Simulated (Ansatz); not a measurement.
# Zr3Ag: how well frozen cores do

The same cell of Zr3Ag is computed with all-electron LAPW, PAW on the default files and datasets made for this crystal, to set the results side by side.

Program: Ansatz 0.2.0. Level of theory: DFT LDA, scalar-relativistic. These are calculated values, not measurements.

## 1. The starting structure

Symmetry: P4/mmm, No. 123, tetragonal system. The conventional cell has a = 4.566 Å, b = 4.566 Å, c = 3.986 Å, α = 90.00°, β = 90.00°, γ = 90.00°. Around Zr (site symmetry 4/mmm) lie 8 Zr at 3.03 Å and 4 Ag at 3.23 Å. Zr (site symmetry mmm) has 8 Zr at 3.03 to 3.23 Å and 4 Ag at 3.03 Å in its first shell of neighbours. Around Ag (site symmetry 4/mmm) lie 12 Zr at 3.03 to 3.23 Å.

Coordinates:

```
CELL_PARAMETERS angstrom
4.56600 0.00000 0.00000
0.00000 4.56600 0.00000
0.00000 0.00000 3.98600
ATOMIC_POSITIONS crystal
Zr 0.50000 0.50000 0.00000
Zr 0.00000 0.50000 0.50000
Zr 0.50000 0.00000 0.50000
Ag 0.00000 0.00000 0.00000
```

The cell is a deposited one (Crystallography Open Database entry 1509571); the temperature and pressure of the measurement aren't taken into account, and nothing was relaxed.

Atoms are numbered in the order of the input: Zr1, Zr2, Zr3, Ag4.

## 2. All-electron LAPW

Input file input.yaml:

```yaml
crystal:
  lattice:
    - [4.566, 0.0, 0.0]
    - [0.0, 4.566, 0.0]
    - [0.0, 0.0, 3.986]
  atoms:
    - { symbol: Zr, position: [0.5, 0.5, 0.0] }
    - { symbol: Zr, position: [0.0, 0.5, 0.5] }
    - { symbol: Zr, position: [0.5, 0.0, 0.5] }
    - { symbol: Ag, position: [0.0, 0.0, 0.0] }
kpoints:
  mp_grid: { grid: [7, 7, 8] }
  band_path:
    path:
      - [0.0, 0.0, 0.0]
      - [0.0, 0.5, 0.0]
      - [0.5, 0.5, 0.0]
      - [0.0, 0.0, 0.0]
      - [0.0, 0.0, 0.5]
      - [0.0, 0.5, 0.5]
      - [0.5, 0.5, 0.5]
      - [0.0, 0.0, 0.5]
      - [0.0, 0.5, 0.0]
    npoints: 14
scf:
  occupations: { method: fermi_dirac, width: 0.05 }
hamiltonian:
  xc: lda
  pseudopotentials: { kind: all_electron, lapw: { basis_error: 0.001 } }
output:
  forces: true
  stress: true
  eigenvalues: true
  populations: true
  dos: { projected: true, de: 0.2, e_range: [-14, 8] }
```

The run is started by

```
$ ansatz run input.yaml --threads 1 --pin off --max-ram 4096MiB --backend cpu --events-out ev --progress --plain --runs-dir out
```

## 3. PAW on the default files

input.yaml: that of step 2 with these lines changed.

```diff
@@ -28,3 +28,3 @@
   xc: lda
-  pseudopotentials: { kind: all_electron, lapw: { basis_error: 0.001 } }
+  pseudopotentials: { kind: paw }
 output:
@@ -33,3 +33,9 @@
   eigenvalues: true
+  efg: { contact_densities: true }
   populations: true
+  bader: true
   dos: { projected: true, de: 0.2, e_range: [-14, 8] }
+  write_density: true
+  write_potential: true
+  elf: true
+  volumetric_format: npy
```

## 4. Datasets made for this crystal

input.yaml: that of step 3 with these lines changed.

```diff
@@ -23,3 +23,3 @@
       - [0.0, 0.5, 0.0]
-    npoints: 14
+    npoints: 8
 scf:
@@ -28,3 +28,3 @@
   xc: lda
-  pseudopotentials: { kind: paw }
+  pseudopotentials: { kind: all_electron, datasets: crystal }
 output:
@@ -34,8 +34 @@
   efg: { contact_densities: true }
-  populations: true
-  bader: true
-  dos: { projected: true, de: 0.2, e_range: [-14, 8] }
-  write_density: true
-  write_potential: true
-  elf: true
-  volumetric_format: npy
```

(Steps that only read results are left out.)

Before running it: what results should come out? Wanted: pressure; gap; Bader charges; highest ELF.

**Answer**, as computed:

| quantity | value |
| --- | --- |
| pressure | LAPW -4.96, PAW -4.97, crystal datasets -4.96 GPa |
| gap (LAPW) | none |
| Bader charges (PAW) | Zr1 +0.28, Zr2 +0.56, Ag4 -1.40 e |
| highest ELF (PAW) | 0.56, 2.00 Å from Zr |

In words: At this geometry the cell is under tension of 5.0 GPa, so it would shrink if let go. The count of 103 electrons in bands leaves a band partly filled, so there is no gap. Within 0.3 eV of the Fermi level the largest projected share is Zr 4d (90 %). The projection holds only the free atom's occupied shells (Zr 5s, Zr 4d, Ag 5s, Ag 4d in this range). The field gradient at Zr2, the largest by crystal datasets, is 3.31 by PAW and 3.26 by crystal datasets (10²¹ V/m²), within 5 %. Spin–orbit coupling is left out, which moves gradients at and beside heavy atoms by some per cent and at worst by a factor of two. In pressure, PAW differs from LAPW by -0.01 GPa. The price, with the outputs that each input asks for: 2.1 min for LAPW against 41 s for PAW, about 3 to one.
